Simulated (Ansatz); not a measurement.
The system is NiMoIrPdW.

```
Ni Mo Pd Ir W
1.0
     4.11705    0.00000    0.00000
    -2.05853    3.56547    0.00000
     0.00000    0.00000    5.44580
Ni Mo Pd Ir W
1 1 1 1 1
Direct
  0.00000 0.00000 0.95775
  0.66667 0.33333 0.96161
  0.66667 0.33333 0.46295
  0.33333 0.66667 0.72572
  0.33333 0.66667 0.23642
```

The cell was built by a generator and needn't be a form met in nature.

- Program: Ansatz 0.2.0
- Task: relaxation of cell and atoms
- Functional: RPBE
- Potentials or basis: Ansatz PAW
- Cutoff: 420 eV (not typed: the program's choice for these potentials)
- k mesh: 6 × 6 × 4
- Occupations: fermi-dirac, width 0.05 eV
- Spin: collinear spin, ferromagnetic start
- Starting moments: [1.0, 1.0, 0.0, 0.6, 0.0] μB

At the start: volume 15.99 Å³/atom.

Q: Where does the relaxation end?

A: It ends after 7 steps and the volume is 16.26 Å³/atom (+1.7 %); space group P3m1 (No. 156, to 0.05 Å); moment 0.00 μB per cell.

Step by step:
| step | energy change (eV) | largest force (eV/Å) | volume (Å³) |
| --- | --- | --- | --- |
| 1 | 0.0000 | 0.2006 | 79.94 |
| 2 | 0.0004 | 0.0851 | 82.62 |
| 3 | -0.0168 | 0.0128 | 81.32 |
| 4 | -0.0168 | 0.0244 | 81.31 |
| 5 | -0.0170 | 0.0033 | 81.29 |
| 6 | -0.0170 | 0.0010 | 81.30 |
| 7 | -0.0176 | 0.0009 | 81.30 |

Final structure:
```xyz
5
Lattice="4.1398 0.0000 0.0000 -2.0699 3.5852 0.0000 0.0000 0.0000 5.4775" Properties=species:S:1:pos:R:3 pbc="T T T"
Ni    0.0000    0.0000    5.2386
Mo    2.0699    1.1951    5.2802
Pd    2.0699    1.1951    2.5419
Ir    0.0000    2.3901    3.9716
W     0.0000    2.3901    1.2867
```

Caveat: the plane-wave basis is chosen anew once the cell has moved, so the energies of steps on either side of that aren't comparable; the PAW data sets come from PBE, with cores solved anew for the run's functional, which leaves a small shift of forces and pressure; the starting moments weren't kept.
